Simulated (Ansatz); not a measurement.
# Te2Pd3Pb2: a short molecular-dynamics run

What does Te2Pd3Pb2 do over 40 steps of 1 fs under a Nosé-Hoover thermostat at 2000 K? The cell is a randomly packed cell of 14 atoms, taken as it stands, without a relaxation.

Program: Ansatz 0.2.0. Level of theory: DFT PBE, plane waves, PAW, scalar-relativistic, no spin polarisation. These are calculated values, not measurements.

## (1) The starting structure

The cell holds 14 atoms (Pb4Pd6Te4): a = 7.701 Å, b = 6.586 Å, c = 8.247 Å, α = 92.29°, β = 68.50°, γ = 73.42°.

As a file:

```xyz
14
Lattice="5.1521 1.9053 -5.3967 0.2871 6.5788 -0.0849 7.7193 -0.6299 2.8332" Properties=species:S:1:pos:R:3 pbc="T T T"
Pb    7.8361    2.2366   -0.8854
Pb   10.4540    3.6020   -1.7877
Pb    3.7415    6.8185   -1.2937
Pb    7.9734    7.7989   -3.8924
Te    5.2932    5.7157   -3.9290
Te    8.4606    4.6906    0.7988
Te    5.6356    3.9249    1.3839
Te    5.7122    0.8022    0.7398
Pd    8.2839    4.2025   -3.8622
Pd    5.1656    2.4420   -4.9972
Pd   10.1635    6.5685   -1.1837
Pd    1.6013    2.6470   -1.0179
Pd    7.2314    5.9076   -1.6348
Pd    5.0154    3.8934   -1.5423
```

## (2) Dynamics

input.yaml

```yaml
crystal:
  lattice:
    - [5.152065, 1.905296, -5.396747]
    - [0.28708, 6.578792, -0.084918]
    - [7.719328, -0.629891, 2.833226]
  atoms:
    - { symbol: Pb, position: [0.509453, 0.25616, 0.665577] }
    - { symbol: Pb, position: [0.76118, 0.406641, 0.83111] }
    - { symbol: Pb, position: [0.34092, 0.958911, 0.221495] }
    - { symbol: Pb, position: [0.910626, 0.959017, 0.389472] }
    - { symbol: Te, position: [0.788649, 0.65333, 0.135043] }
    - { symbol: Te, position: [0.297947, 0.710074, 0.870762] }
    - { symbol: Te, position: [0.077305, 0.636905, 0.654786] }
    - { symbol: Te, position: [0.182835, 0.127701, 0.613211] }
    - { symbol: Pd, position: [0.936478, 0.409024, 0.432899] }
    - { symbol: Pd, position: [0.94321, 0.101467, 0.035879] }
    - { symbol: Pd, position: [0.651015, 0.891188, 0.848986] }
    - { symbol: Pd, position: [0.21128, 0.34629, 0.053546] }
    - { symbol: Pd, position: [0.568043, 0.784074, 0.528505] }
    - { symbol: Pd, position: [0.451353, 0.492706, 0.330153] }
kpoints:
  mp_grid: { grid: [2, 3, 2] }
magnetization:
  spin_polarized: false
scf:
  occupations: { method: gaussian, width: 0.1 }
hamiltonian:
  pseudopotentials: { kind: paw }
  xc: pbe
basis:
  ecutwfc: 420
md:
  timestep: 1.0
  n_steps: 40
  ensemble: nvt_nose_hoover
  temperature: 2000.0
  initial_velocities: maxwell_boltzmann
  seed: 430653
```

Launch:

```sh
$ ansatz run input.yaml --threads 2 --pin off --max-ram 2560MiB --backend cpu --events-out ev --progress --plain --runs-dir out
```

The program printed, shortened:

```text
Warning: md: disabling space-group detection — thermal motion breaks the input geometry's symmetry, so no spatial operation reduces the k-mesh or symmetrises the density; time reversal is kept, so that k and −k are solved as one point where they differ and the mesh holds both, and exact [...]
Warning: RAYON_NUM_THREADS=2 ignored (pool sized by the plan → 2); use --threads N
[...]
Pseudopotentials: kind: paw
Pseudopotential: Pb, paw, valence charge 14, recommended cutoff 420 eV (normal), Pb.paw.azcp
Pseudopotential: Te, paw, valence charge 16, recommended cutoff 420 eV (normal), Te.paw.azcp
Pseudopotential: Pd, paw, valence charge 18, recommended cutoff 420 eV (normal), Pd.paw.azcp
Functional definition: PBE
[...]
Crystal: 14 atoms, lattice volume = 368.000 Å³
Basis set: ecut = 420 eV, 7129 PW (Γ), exchange–correlation on 108×90×120 points (8 copies of the dense FFT grid, shifted against one another)
Bands: 137, of which v1, the nominal top of the filled ones, is band 114 counted from 1 (113 counted from 0)
Symmetry: 1 space group operations
k-points: 8 of 12 (time reversal used)
[...]
SCF iter   1: F=—  HF=-117380.233999 eV  |F-HF|=—  |Δ(HF+E_count)|=         —  Δρ=3.91e-3  dr2=7.14e-2  ethr=1.77e-3  ⟨swp⟩=6.2  Hψ=4187  notcnv=0  defer=35
[...]
md step     0: t =     0.00 fs  T =  2000.0 K  F+E_penalty+E_count = -117380.22945157 eV  E_kin = 3.360760 eV  conserved = -117376.86869160 eV  (9 SCF iters)
[...]
md step     1: t =     1.00 fs  T =  1995.6 K  F+E_penalty+E_count = -117380.22204974 eV  E_kin = 3.353358 eV  conserved = -117376.86869153 eV  (7 SCF iters)
[...]
SCF iter   2: F=—  HF=-117380.214880 eV  |F-HF|=—  |Δ(HF+E_count)|=   3.16e-5  Δρ=2.59e-4  dr2=3.91e-4  ethr=3.50e-7  ⟨swp⟩=2.0  Hψ=1963  notcnv=0
```

## (3) More of the same log

The log, continued, shortened:

```text
SCF iter   3: F=—  HF=-117380.214763 eV  |F-HF|=—  |Δ(HF+E_count)|=   1.16e-4  Δρ=6.97e-5  dr2=2.26e-5  ethr=1.72e-7  ⟨swp⟩=2.0  Hψ=1963  notcnv=0
[...]
md step     2: t =     2.00 fs  T =  1991.4 K  F+E_penalty+E_count = -117380.21494443 eV  E_kin = 3.346255 eV  conserved = -117376.86869160 eV  (7 SCF iters)
[...]
md step    11: t =    11.00 fs  T =  1960.5 K  F+E_penalty+E_count = -117380.16280114 eV  E_kin = 3.294396 eV  conserved = -117376.86870000 eV  (3 SCF iters)
[...]
md step    20: t =    20.00 fs  T =  1937.8 K  F+E_penalty+E_count = -117380.12332789 eV  E_kin = 3.256234 eV  conserved = -117376.86871485 eV  (7 SCF iters)
[...]
md step    29: t =    29.00 fs  T =  1914.1 K  F+E_penalty+E_count = -117380.08060034 eV  E_kin = 3.216473 eV  conserved = -117376.86873337 eV  (2 SCF iters)
[...]
SCF converged after 7 iterations
Free energy (F): -117379.998402 eV
[...]
E sigma→0 (E₀):  -117379.972238 eV
Entropy (-TS):   -0.052328 eV (-3.738 meV/atom)
Fermi energy:    11.229085 eV
[...]
--- Forces (eV/Å), atoms counted from 1 ---
  atom   1  Pb    -0.44185795    -0.48318977     0.03712089
  atom   2  Pb     0.03930739    -0.64299017     0.42588511
  atom   3  Pb    -0.82636694     0.33339781    -0.68161094
  atom   4  Pb     0.65118523    -0.17805489     0.36646079
  atom   5  Te     0.39720777    -1.15400193     0.26887376
  atom   6  Te     0.54558768     0.45681519     0.21128559
  atom   7  Te    -0.93921534     0.41882397    -0.42019576
  atom   8  Te     0.85048996     0.46077294    -0.08822533
[...]
--- MD trajectory: 40 steps, t = 0.0 → 40.0 fs ---
  final state: T = 1869.3 K   F+E_penalty+E_count = -117379.99840246 eV   E_kin = 3.141124 eV
  conserved energy: peak-to-peak 5.900e-5 eV (4.214e-6 eV/atom) over 40.0 fs
```

Run time: 3.8 min. Hardware: 2 threads of an x86-64 CPU, shared host; peak memory 1.3 GiB.

## (4) Frames and traces

The trajectory, every 3 steps (energies from step 0); msd is the mean square displacement from the start, the centre of mass held:

```tsv
time (fs)	T (K)	potential energy change (meV/atom)	conserved energy change (meV/atom)	msd Pd (Å²)	msd Te (Å²)	msd Pb (Å²)
0.0	2000	0.0	0.00	0.000	0.000	0.000
3.0	1987	1.5	0.00	0.000	0.000	0.000
6.0	1976	2.9	0.00	0.002	0.001	0.001
9.0	1966	4.0	0.00	0.004	0.003	0.002
12.0	1958	5.1	0.00	0.007	0.005	0.003
15.0	1950	6.1	0.00	0.011	0.008	0.004
18.0	1943	7.0	0.00	0.015	0.011	0.006
21.0	1935	7.9	0.00	0.021	0.015	0.009
24.0	1928	8.8	0.00	0.027	0.019	0.011
27.0	1920	9.9	0.00	0.035	0.024	0.014
30.0	1911	11.0	0.00	0.043	0.029	0.017
33.0	1901	12.4	0.00	0.051	0.035	0.021
36.0	1888	14.0	0.00	0.061	0.042	0.025
39.0	1874	15.8	0.00	0.071	0.049	0.029
40.0	1869	16.5	0.00	0.075	0.051	0.031
```

time (fs), T (K) and a bar:
```
      0.0       2000 ##############################
      2.0       1991 ############################
      3.0       1987 ###########################
      5.0       1980 #########################
      7.0       1973 ########################
      9.0       1966 ######################
     10.0       1963 ######################
     12.0       1958 ####################
     14.0       1952 ###################
     16.0       1947 ##################
     17.0       1945 #################
     19.0       1940 ################
     21.0       1935 ###############
     23.0       1931 ##############
     24.0       1928 #############
     26.0       1923 ############
     28.0       1917 ###########
     30.0       1911 ##########
     31.0       1908 #########
     33.0       1901 #######
     35.0       1893 #####
     37.0       1884 ###
     38.0       1879 ##
     40.0       1869
```

Pair distribution over the second half of the run:

```tsv
r (Å)	g Pd–Pd	g Pb–Pd	g Te–Pd
0.68	0.00	0.00	0.00
0.84	0.00	0.00	0.00
1.00	0.00	0.00	0.00
1.16	0.00	0.00	0.00
1.32	0.00	0.00	0.00
1.48	0.00	0.00	0.00
1.64	0.00	0.00	0.00
1.80	0.00	0.00	0.00
1.96	0.00	0.00	0.00
2.12	0.00	0.00	0.00
2.28	0.00	0.00	0.00
2.44	0.00	0.00	0.00
2.60	0.44	0.15	0.00
2.76	1.21	0.74	0.72
2.92	3.25	2.93	2.49
```

## (5) Positions and forces

Positions (Å) and forces (eV/Å):

```xyz
14
Lattice="5.152 1.905 -5.397 0.287 6.579 -0.085 7.719 -0.630 2.833" Properties=species:S:1:pos:R:3:forces:R:3 pbc="T T T" time_fs=6.0 T=1976 dE=0.0401
Pb    7.825    2.237   -0.885   -0.389   -0.673   -0.012
Pb   10.444    3.629   -1.796    0.122   -0.369    0.642
Pb    3.745    6.819   -1.291   -0.677    0.328   -0.772
Pb    7.956    7.766   -3.911   -0.420   -0.375    0.123
Te    5.300    5.750   -3.910    1.250   -0.539    0.362
Te    8.463    4.682    0.808    0.722    1.041    0.421
Te    5.654    3.938    1.414   -1.410    0.569   -0.234
Te    5.689    0.767    0.744    0.396   -0.226   -0.208
Pd    8.232    4.232   -3.864    0.180    0.005   -0.036
Pd    5.214    2.442   -4.962    0.166    0.128   -0.304
Pd   10.172    6.575   -1.191   -0.092   -0.197   -0.124
Pd    1.614    2.629   -1.050   -0.096    0.105    0.005
Pd    7.264    5.895   -1.649   -0.016   -0.216    0.065
Pd    5.028    3.892   -1.550    0.264    0.419    0.071
14
Lattice="5.152 1.905 -5.397 0.287 6.579 -0.085 7.719 -0.630 2.833" Properties=species:S:1:pos:R:3:forces:R:3 pbc="T T T" time_fs=11.0 T=1961 dE=0.0667
Pb    7.814    2.237   -0.885   -0.422   -0.671   -0.024
Pb   10.436    3.651   -1.803    0.121   -0.397    0.600
Pb    3.748    6.820   -1.289   -0.712    0.326   -0.773
Pb    7.942    7.739   -3.927   -0.348   -0.335    0.174
Te    5.309    5.778   -3.893    1.185   -0.599    0.352
Te    8.467    4.677    0.816    0.715    0.983    0.401
Te    5.666    3.950    1.440   -1.381    0.541   -0.231
Te    5.670    0.738    0.747    0.482   -0.109   -0.192
Pd    8.189    4.256   -3.866    0.158   -0.032   -0.049
Pd    5.254    2.442   -4.934    0.149    0.136   -0.286
Pd   10.179    6.579   -1.198   -0.103   -0.167   -0.121
Pd    1.624    2.615   -1.076   -0.079    0.115   -0.029
Pd    7.292    5.884   -1.660   -0.038   -0.185    0.142
Pd    5.038    3.891   -1.557    0.274    0.395    0.037
14
Lattice="5.152 1.905 -5.397 0.287 6.579 -0.085 7.719 -0.630 2.833" Properties=species:S:1:pos:R:3:forces:R:3 pbc="T T T" time_fs=17.0 T=1945 dE=0.0935
Pb    7.802    2.235   -0.885   -0.449   -0.653   -0.027
Pb   10.426    3.677   -1.810    0.114   -0.434    0.548
Pb    3.750    6.821   -1.289   -0.753    0.325   -0.770
Pb    7.924    7.705   -3.946   -0.230   -0.294    0.229
Te    5.322    5.810   -3.871    1.087   -0.681    0.335
Te    8.473    4.674    0.826    0.698    0.895    0.375
Te    5.677    3.966    1.469   -1.330    0.511   -0.241
Te    5.649    0.702    0.750    0.581    0.023   -0.165
Pd    8.138    4.285   -3.868    0.123   -0.077   -0.092
Pd    5.303    2.443   -4.901    0.116    0.156   -0.275
Pd   10.187    6.584   -1.206   -0.119   -0.126   -0.106
Pd    1.636    2.598   -1.108   -0.057    0.129   -0.067
Pd    7.324    5.870   -1.673   -0.071   -0.139    0.262
Pd    5.052    3.892   -1.565    0.290    0.366   -0.005
14
Lattice="5.152 1.905 -5.397 0.287 6.579 -0.085 7.719 -0.630 2.833" Properties=species:S:1:pos:R:3:forces:R:3 pbc="T T T" time_fs=23.0 T=1931 dE=0.1191
Pb    7.788    2.233   -0.885   -0.464   -0.622   -0.021
Pb   10.417    3.702   -1.815    0.101   -0.476    0.498
Pb    3.750    6.823   -1.290   -0.789    0.324   -0.760
Pb    7.905    7.671   -3.964   -0.069   -0.259    0.276
Te    5.338    5.840   -3.849    0.963   -0.776    0.316
Te    8.481    4.673    0.838    0.670    0.790    0.344
Te    5.685    3.983    1.498   -1.259    0.487   -0.265
Te    5.629    0.667    0.753    0.671    0.145   -0.137
Pd    8.088    4.314   -3.870    0.083   -0.129   -0.169
Pd    5.352    2.444   -4.868    0.063    0.195   -0.275
Pd   10.194    6.589   -1.214   -0.137   -0.077   -0.077
Pd    1.648    2.581   -1.139   -0.035    0.145   -0.097
Pd    7.357    5.856   -1.685   -0.108   -0.085    0.413
Pd    5.067    3.894   -1.573    0.310    0.337   -0.047
14
Lattice="5.152 1.905 -5.397 0.287 6.579 -0.085 7.719 -0.630 2.833" Properties=species:S:1:pos:R:3:forces:R:3 pbc="T T T" time_fs=29.0 T=1914 dE=0.1489
Pb    7.774    2.229   -0.885   -0.465   -0.579   -0.005
Pb   10.407    3.727   -1.820    0.081   -0.526    0.458
Pb    3.750    6.826   -1.292   -0.816    0.324   -0.740
Pb    7.887    7.636   -3.981    0.139   -0.228    0.315
Te    5.357    5.868   -3.826    0.806   -0.888    0.298
Te    8.490    4.674    0.851    0.632    0.676    0.307
Te    5.689    4.002    1.526   -1.164    0.467   -0.303
Te    5.611    0.632    0.756    0.748    0.258   -0.114
Pd    8.037    4.343   -3.873    0.041   -0.191   -0.281
Pd    5.402    2.445   -4.837   -0.014    0.259   -0.288
Pd   10.201    6.593   -1.223   -0.158   -0.018   -0.032
Pd    1.660    2.565   -1.172   -0.017    0.165   -0.119
Pd    7.389    5.842   -1.696   -0.146   -0.025    0.593
Pd    5.083    3.897   -1.581    0.332    0.307   -0.088
14
Lattice="5.152 1.905 -5.397 0.287 6.579 -0.085 7.719 -0.630 2.833" Properties=species:S:1:pos:R:3:forces:R:3 pbc="T T T" time_fs=34.0 T=1897 dE=0.1806
Pb    7.761    2.225   -0.884   -0.458   -0.538    0.013
Pb   10.400    3.746   -1.824    0.062   -0.575    0.436
Pb    3.748    6.828   -1.294   -0.827    0.326   -0.718
Pb    7.871    7.607   -3.996    0.350   -0.205    0.341
Te    5.374    5.890   -3.806    0.642   -0.998    0.283
Te    8.500    4.677    0.862    0.595    0.576    0.268
Te    5.690    4.019    1.549   -1.068    0.448   -0.348
Te    5.598    0.603    0.758    0.800    0.350   -0.099
Pd    7.996    4.366   -3.876    0.008   -0.252   -0.397
Pd    5.443    2.447   -4.811   -0.097    0.335   -0.307
Pd   10.206    6.596   -1.231   -0.178    0.038    0.018
Pd    1.669    2.551   -1.199   -0.005    0.186   -0.129
Pd    7.415    5.830   -1.704   -0.175    0.028    0.762
Pd    5.097    3.901   -1.588    0.351    0.282   -0.123
14
Lattice="5.152 1.905 -5.397 0.287 6.579 -0.085 7.719 -0.630 2.833" Properties=species:S:1:pos:R:3:forces:R:3 pbc="T T T" time_fs=40.0 T=1869 dE=0.2311
Pb    7.745    2.220   -0.884   -0.442   -0.483    0.037
Pb   10.391    3.769   -1.828    0.039   -0.643    0.426
Pb    3.745    6.832   -1.299   -0.826    0.333   -0.682
Pb    7.854    7.571   -4.012    0.651   -0.178    0.366
Te    5.396    5.913   -3.782    0.397   -1.154    0.269
Te    8.513    4.681    0.876    0.546    0.457    0.211
Te    5.689    4.040    1.575   -0.939    0.419   -0.420
Te    5.584    0.569    0.759    0.850    0.461   -0.088
Pd    7.945    4.393   -3.881   -0.027   -0.335   -0.556
Pd    5.493    2.451   -4.781   -0.218    0.454   -0.340
Pd   10.212    6.601   -1.240   -0.204    0.111    0.097
Pd    1.681    2.536   -1.232    0.003    0.217   -0.134
Pd    7.446    5.815   -1.711   -0.201    0.089    0.977
Pd    5.115    3.905   -1.597    0.371    0.252   -0.164
```

## (6) Summary of results

| quantity | value |
| --- | --- |
| length | 40 steps of 1 fs |
| temperature, first and last step | 2000 and 1869 K |
| temperature, second half | mean 1908 K, from 1869 to 1938 K |
| potential energy, second half | +11 meV/atom from the start |
| largest change of the conserved energy | 0.00 meV/atom |
| mean square displacement, second half | Pd 0.044, Te 0.030, Pb 0.018 Å² |

In words: Against a set 2000 K the second half averages 1908 K with a spread of 20 K (in equilibrium 14 atoms would scatter by about 453 K, over a far longer run). The conserved energy strays from its start by at most 0.00 meV/atom, under 0.1 % of the mean kinetic energy, so a step of 1 fs is short enough over this time. Over the second half Pd atoms stand 0.2 Å (root mean square) from where they began, and the farthest move is 0.4 Å. A run of 40 fs with 14 atoms shows the motion but fixes no equilibrium value. The k-mesh is coarse for this cell.
